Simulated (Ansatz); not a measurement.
**CH2SSe (SMILES C1S[Se]1): one structure at several levels**

A test off equilibrium: a frame of a short trajectory is computed at several levels, and each is set against CCSD(T).

Computed with Ansatz 0.2.0, Gaussian basis. Level: single points in def2-TZVPP.

Correlated methods freeze the cores. Filled d shells of the heavier atoms are correlated.

**1. The system as given**

SMILES `C1S[Se]1`, 5 atoms, charge 0, spin multiplicity 1.

Atoms are counted from 1 here; the program's logs count them from 0.

Bond lengths: C1–S2 1.809 Å, C1–Se3 1.939 Å, C1–H4 1.089 Å, C1–H5 1.093 Å, S2–Se3 2.236 Å. Angles: S2–C1–Se3 73.2°, S2–C1–H4 111.3°, S2–C1–H5 111.8°, Se3–C1–H4 118.1°, Se3–C1–H5 116.7°, H4–C1–H5 117.2°, C1–S2–Se3 56.1°, C1–Se3–S2 50.7°.

Coordinates:

```xyz
5
CH2SSe
C    -0.1096    0.2962   -0.1905
S    -0.3784   -0.5495    1.3860
Se    1.0314   -1.2715   -0.1926
H    -1.0079    0.2781   -0.8064
H     0.3830    1.2625   -0.0544
```

**2. PBE-D4/def2-TZVPP**

The input, run/in.yaml:

```yaml
crystal:
  periodic: [false, false, false]
  atoms:
    - {symbol: C, position_ang: [-0.109563, 0.296184, -0.190452]}
    - {symbol: S, position_ang: [-0.378393, -0.549496, 1.385974]}
    - {symbol: Se, position_ang: [1.031352, -1.271453, -0.192576]}
    - {symbol: H, position_ang: [-1.007863, 0.278113, -0.806412]}
    - {symbol: H, position_ang: [0.383008, 1.262505, -0.054413]}
basis:
  gaussian: {orbitals: def2-TZVPP}
hamiltonian: {xc: pbe, dispersion: d4}
output: {forces: true}
```

Run with:

```
> ansatz run in.yaml --threads 2 --pin off --events-out ev --progress --plain --max-ram 3481MiB
```

**3. r2SCAN-D4/def2-TZVPP**

run/in.yaml, as its differences from that of step 2:

```diff
@@ -10,3 +10,3 @@
   gaussian: {orbitals: def2-TZVPP}
-hamiltonian: {xc: pbe, dispersion: d4}
+hamiltonian: {xc: r2scan, dispersion: d4}
 output: {forces: true}
```

**4. PBE0-D4/def2-TZVPP**

run/in.yaml, as its differences from that of step 3:

```diff
@@ -10,3 +10,3 @@
   gaussian: {orbitals: def2-TZVPP}
-hamiltonian: {xc: r2scan, dispersion: d4}
-output: {forces: true}
+hamiltonian: {xc: pbe0, dispersion: d4}
+output: {forces: true, orbitals: {seedname: orbitals}}
```

**5. wB97M-V/def2-TZVPP**

run/in.yaml, as its differences from that of step 4:

```diff
@@ -10,3 +10,3 @@
   gaussian: {orbitals: def2-TZVPP}
-hamiltonian: {xc: pbe0, dispersion: d4}
-output: {forces: true, orbitals: {seedname: orbitals}}
+hamiltonian: {xc: {name: wB97M-V}}
+output: {forces: true}
```

**6. CCSD(T)/def2-TZVPP**

run/in.yaml, as its differences from that of step 5:

```diff
@@ -10,3 +10,3 @@
   gaussian: {orbitals: def2-TZVPP}
-hamiltonian: {xc: {name: wB97M-V}}
+correlation: {method: ccsd_t}
 output: {forces: true}
```

(Steps that only read results are left out.)

**Question.** What will these runs give? Wanted: energy less free atoms, CCSD(T)/def2-TZVPP; RMS force component; RMS force error; HOMO and LUMO, PBE0-D4; T1 diagnostic.

The runs gave:

| quantity | value |
| --- | --- |
| energy less free atoms, CCSD(T)/def2-TZVPP | -366.0 kcal/mol |
| RMS force component | 0.243 to 0.356 eV/Å over the methods |
| RMS force error | PBE-D4 0.132, r2SCAN-D4 0.114, PBE0-D4 0.226, wB97M-V 0.191 eV/Å |
| HOMO and LUMO, PBE0-D4 | -6.18 and -2.14 eV |
| T1 diagnostic | 0.010 |

**Reading.** Against CCSD(T) the functionals' energies less atoms differ by -29.9 to -13.1 kcal/mol, PBE-D4 by -29.9 kcal/mol. A larger basis would deepen the CCSD(T) value, while the functionals are nearly converged already, so the order here is not reliable. For forces r2SCAN-D4 does best and PBE0-D4 worst. Frozen-core CCSD(T) forces in triple zeta carry basis errors of their own, and this is one geometry, so small gaps rank nothing.
